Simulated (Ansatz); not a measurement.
# FHISi radical: one species, many methods

An exercise on one series of results from a longer session: the logs are not shown, and one member is left open.

Computed with Ansatz 0.2.0, Gaussian basis. Level: functionals in def2-TZVPP, the program's frozen cores in correlated methods.

Levels to be run: LDA (SPW92), PBE-D4, revPBE-D4, BLYP-D4, r2SCAN-D4, B97M-V, PBE0-D4, B3LYP-D4, r2SCANh-D4, r2SCAN0-D4, HSE06-D4, BHLYP-D4, CAM-B3LYP-D4, LC-ωPBE, ωB97X-V, ωB97M-V, B2PLYP, PBE-QIDH; CCSD(T)/def2-SVP; CCSD(T)/def2-TZVPP; CCSD(T)/def2-QZVPP; extrapolation to the limit; RPA on PBE.

## The relaxed structure

The geometry comes from an earlier relaxation with PBE0-D4 in a triple-zeta def2 set; it is a stationary point. I takes the def2 core potential; no spin-orbit term is included.

4 atoms, charge 0, spin multiplicity 2.

Atoms are counted from 1 here; the program's logs count them from 0.

Bond lengths: F1–Si2 1.599 Å, Si2–I3 2.431 Å, Si2–H4 1.492 Å. Angles: F1–Si2–I3 109.6°, F1–Si2–H4 106.6°, I3–Si2–H4 109.0°.

The first run:

Contents of in.yaml:

```yaml
crystal:
  periodic: [false, false, false]
  atoms:
    - {symbol: F, position_ang: [-1.198250, -0.144148, 1.022689]}
    - {symbol: Si, position_ang: [-0.331774, -0.252668, -0.316253]}
    - {symbol: I, position_ang: [1.980105, -0.748145, 0.248773]}
    - {symbol: H, position_ang: [-0.394581, 1.084661, -0.975609]}
basis:
  gaussian: {orbitals: def2-TZVPP}
magnetization: {spin_polarized: true, initial_magnetization: 1}
hamiltonian: {xc: lda}
output: {orbitals: {seedname: orbitals}}
```

Command:

```bash
ansatz run in.yaml --threads 2 --pin off --events-out ev --progress --plain --max-ram 20480MiB --backend cpu
```

Steps of the session up to this table: LDA; PBE-D4 (GGA); revPBE-D4 (GGA); BLYP-D4 (GGA); r2SCAN-D4 (meta-GGA); B97M-V (meta-GGA); PBE0-D4 (hybrid); B3LYP-D4 (hybrid); r2SCANh-D4 (hybrid); r2SCAN0-D4 (hybrid); HSE06-D4 (hybrid); BHLYP-D4 (hybrid); CAM-B3LYP-D4 (range-separated); LC-ωPBE (range-separated); ωB97X-V (range-separated); ωB97M-V (range-separated); B2PLYP (double hybrid); PBE-QIDH (double hybrid).

One of the session's tables, all rows but one given; the rest of the session is left out.

It belongs to the step «Frontier levels by functional». 

| functional | HOMO (eV) | LUMO (eV) | gap (eV) |
| --- | --- | --- | --- |
| LDA (SPW92) | -5.49 | -4.39 | 1.10 |
| PBE-D4 | -5.50 | -3.97 | 1.53 |
| revPBE-D4 | -5.48 | -3.83 | 1.65 |
| BLYP-D4 | -5.30 | -4.00 | 1.30 |
| r2SCAN-D4 | -5.88 | -3.53 | 2.35 |
| B97M-V | -5.59 | -4.05 | 1.54 |
| PBE0-D4 | -6.68 | -3.12 | 3.56 |
| B3LYP-D4 | -6.40 | -3.51 | 2.89 |
| r2SCANh-D4 | -6.31 | -3.24 | 3.06 |
| r2SCAN0-D4 | ? | ? | ? |
| HSE06-D4 | -6.28 | -3.50 | 2.78 |
| BHLYP-D4 | -7.66 | -2.37 | 5.29 |
| CAM-B3LYP-D4 | -7.87 | -2.26 | 5.62 |
| LC-ωPBE | -9.26 | -0.85 | 8.41 |
| ωB97X-V | -8.78 | -1.38 | 7.40 |
| ωB97M-V | -8.43 | -1.53 | 6.90 |

**Question.** Estimate the row for r2SCAN0-D4.

Worked estimate for «HOMO (eV)». Against the share of exact exchange, r2SCAN-D4 (0, -5.88), r2SCANh-D4 (0.1, -6.31) give a slope of -4.30 per unit share; at 0.25 the line stands at -6.95.

As computed: HOMO (eV): -6.94; LUMO (eV): -2.83; gap (eV): 4.12. In «HOMO (eV)» the line misses by -0.01.
